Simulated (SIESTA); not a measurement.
Crystal: NdMnIn.

```
Nd In Mn
1.0
     4.56677    0.00000    0.00000
    -2.28339    3.95494    0.00000
     0.00000    0.00000    3.92945
Nd In Mn
1 1 1
Direct
  0.66667 0.33333 0.00000
  0.33333 0.66667 0.50000
  0.00000 0.00000 0.50000
```

The cell comes from a database or a generator and needn't be the stable form of this composition.

```yaml
Program: SIESTA 5.4.2
Task: single point
Functional: PBE
Potentials_or_basis: PseudoDojo 0.4 standard with PseudoDojo 3+ lanthanides (4f in the core) (PBE files)
Basis: DZP (energy shift 0.003 Ry; two zetas on semicore shells)
Grid_cutoff: 800 Ry
Energy_shift: 0.003 Ry
k_mesh: 7 × 7 × 7
Occupations: fermi-dirac, width 0.05 eV
Spin: collinear spin, ferromagnetic start
Starting_moments: "[3.0, 0.0, 4.0] μB"
```

On this cell: pressure 5.7 GPa; largest force under 0.003 eV/Å; net moment 3.16 μB per cell; site moments Nd -0.57; In -0.25; Mn +3.98 μB; band gap on the k mesh none (metal or under the smearing width).

The same run follows on a disturbed copy (atoms moved at random, drawn with an rms of 0.05 Å):

```
CELL_PARAMETERS angstrom
4.56677 0.00000 0.00000
-2.28339 3.95494 0.00000
0.00000 0.00000 3.92945
ATOMIC_POSITIONS crystal
Nd 0.66815 0.33686 0.99373
In 0.34155 0.66927 0.49856
Mn 0.99909 0.99372 0.49330
```

Problem. What does the disturbed cell give?

Solution. The energy (extrapolated to zero smearing) moves by +3.3 meV/atom; pressure 5.7 GPa; largest force 0.363 eV/Å; net moment 3.16 μB per cell; site moments Nd -0.57; In -0.25; Mn +3.98 μB; band gap on the k mesh none (metal or under the smearing width).

Forces in eV/Å, atoms in the order of the input:
```
Nd   0.144 -0.073  0.064
In  -0.285 -0.217 -0.060
Mn   0.141  0.290 -0.003
```

Stress tensor (GPa, compression positive):
```
 8.13  0.19  0.00
 0.19  6.66 -0.02
 0.00 -0.02  2.24
```

Caveats: the magnetic or orbital state may not be the lowest; short orbitals over semicore shells can move pressures by several GPa; spin-orbit coupling is left out, which moves the levels of the heavy elements; the 4f electrons are frozen in the core as for a trivalent ion, so they carry no moment and show no levels; the basis of atomic orbitals isn't converged, which shifts pressures, moduli and gaps.
